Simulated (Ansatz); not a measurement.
**40-atom supercell of perovskite CsSnI3**

Aim: the perfect cell at several levels of theory (PBEsol, HSE06 and r²SCAN), as the reference that defects and stacks are counted from.

All numbers are computed with Ansatz 0.2.0 (PAW, plane waves).

### Step 1. Starting point

40 atoms (8 Cs, 8 Sn, 24 I); a = 12.314 Å, b = 12.314 Å, c = 12.314 Å, α = 90.00°, β = 90.00°, γ = 90.00°.

The runs, in order: (2) PBEsol single point at the single k point (¼, ¼, ¼), on 2 threads of AMD EPYC 7R13; (3) HSE06 single point at the single k point (¼, ¼, ¼), on 1 × NVIDIA H100 80GB HBM3 with 2 threads of AMD EPYC 7R13; (4) r²SCAN single point at the single k point (¼, ¼, ¼), on 2 threads of AMD EPYC 7R13.

### Step 2. PBEsol single point

File in.yaml:

```yaml
crystal:
  lattice:
    - [12.314462, 0.000000, 0.000000]
    - [0.000000, 12.314462, 0.000000]
    - [0.000000, 0.000000, 12.314462]
  atoms:
    - { symbol: Cs, position: [0.000000, 0.000000, 0.000000] }
    - { symbol: Cs, position: [0.000000, 0.000000, 0.500000] }
    - { symbol: Cs, position: [0.000000, 0.500000, 0.000000] }
    - { symbol: Cs, position: [0.000000, 0.500000, 0.500000] }
    - { symbol: Cs, position: [0.500000, 0.000000, 0.000000] }
    - { symbol: Cs, position: [0.500000, 0.000000, 0.500000] }
    - { symbol: Cs, position: [0.500000, 0.500000, 0.000000] }
    - { symbol: Cs, position: [0.500000, 0.500000, 0.500000] }
    - { symbol: Sn, position: [0.250000, 0.250000, 0.250000] }
    - { symbol: Sn, position: [0.250000, 0.250000, 0.750000] }
    - { symbol: Sn, position: [0.250000, 0.750000, 0.250000] }
    - { symbol: Sn, position: [0.250000, 0.750000, 0.750000] }
    - { symbol: Sn, position: [0.750000, 0.250000, 0.250000] }
    - { symbol: Sn, position: [0.750000, 0.250000, 0.750000] }
    - { symbol: Sn, position: [0.750000, 0.750000, 0.250000] }
    - { symbol: Sn, position: [0.750000, 0.750000, 0.750000] }
    - { symbol: I, position: [0.250000, 0.250000, 0.000000] }
    - { symbol: I, position: [0.250000, 0.250000, 0.500000] }
    - { symbol: I, position: [0.250000, 0.750000, 0.000000] }
    - { symbol: I, position: [0.250000, 0.750000, 0.500000] }
    - { symbol: I, position: [0.750000, 0.250000, 0.000000] }
    - { symbol: I, position: [0.750000, 0.250000, 0.500000] }
    - { symbol: I, position: [0.750000, 0.750000, 0.000000] }
    - { symbol: I, position: [0.750000, 0.750000, 0.500000] }
    - { symbol: I, position: [0.000000, 0.250000, 0.250000] }
    - { symbol: I, position: [0.000000, 0.250000, 0.750000] }
    - { symbol: I, position: [0.000000, 0.750000, 0.250000] }
    - { symbol: I, position: [0.000000, 0.750000, 0.750000] }
    - { symbol: I, position: [0.500000, 0.250000, 0.250000] }
    - { symbol: I, position: [0.500000, 0.250000, 0.750000] }
    - { symbol: I, position: [0.500000, 0.750000, 0.250000] }
    - { symbol: I, position: [0.500000, 0.750000, 0.750000] }
    - { symbol: I, position: [0.250000, 0.000000, 0.250000] }
    - { symbol: I, position: [0.250000, 0.000000, 0.750000] }
    - { symbol: I, position: [0.250000, 0.500000, 0.250000] }
    - { symbol: I, position: [0.250000, 0.500000, 0.750000] }
    - { symbol: I, position: [0.750000, 0.000000, 0.250000] }
    - { symbol: I, position: [0.750000, 0.000000, 0.750000] }
    - { symbol: I, position: [0.750000, 0.500000, 0.250000] }
    - { symbol: I, position: [0.750000, 0.500000, 0.750000] }
  symmetry: { detect: false }
kpoints:
  mp_grid: { grid: [1, 1, 1], shift: [0.25, 0.25, 0.25] }
hamiltonian:
  xc: pbesol
scf:
  occupations: { method: fermi_dirac, width: 0.01 }
output:
  forces: true
  eigenvalues: true
  stress: true
  populations: true
  eigenstates: { kpoints: [[0.25, 0.25, 0.25]], e_range: [-6.0, 6.0], localisation: true }
```

Started as:

```console
$ ansatz run in.yaml --threads 2 --pin off --max-ram 30400MiB --runs-dir r --events-out ev --progress --plain
```

### Step 3. HSE06 single point

Edit in.yaml of step 2 so:

```diff
@@ -50,3 +50,3 @@
 hamiltonian:
-  xc: pbesol
+  xc: hse06
 scf:
@@ -56,3 +56,2 @@
   eigenvalues: true
-  stress: true
   populations: true
```

### Step 4. r²SCAN single point

Edit in.yaml of step 3 so:

```diff
@@ -50,3 +50,3 @@
 hamiltonian:
-  xc: hse06
+  xc: r2scan
 scf:
```

Q: Predict the outcome of this session. Wanted: for each run, top filled to lowest empty; energy; pressure.

**Answer**, as computed:

| level | time | top filled to lowest empty (eV) | energy (eV/atom) | pressure (GPa) |
| --- | --- | --- | --- | --- |
| PBEsol | 3 min (2 CPU threads) | 2.20 | -6767.4313 | -0.40 |
| HSE06 | 2.7 min (GPU) | 2.79 | -6852.3601 | - |
| r²SCAN | 4.5 min (2 CPU threads) | 2.37 | -6862.7937 | - |

**What this shows.** At the same k points, PBEsol gives a spacing 0.59 eV smaller and r²SCAN gives a spacing 0.42 eV smaller than the 2.79 eV of HSE06. No spin–orbit coupling is included; with elements this heavy it would shift the edges. With one k point the spacing samples only the states that fold onto it, so it can exceed the gap over the zone.
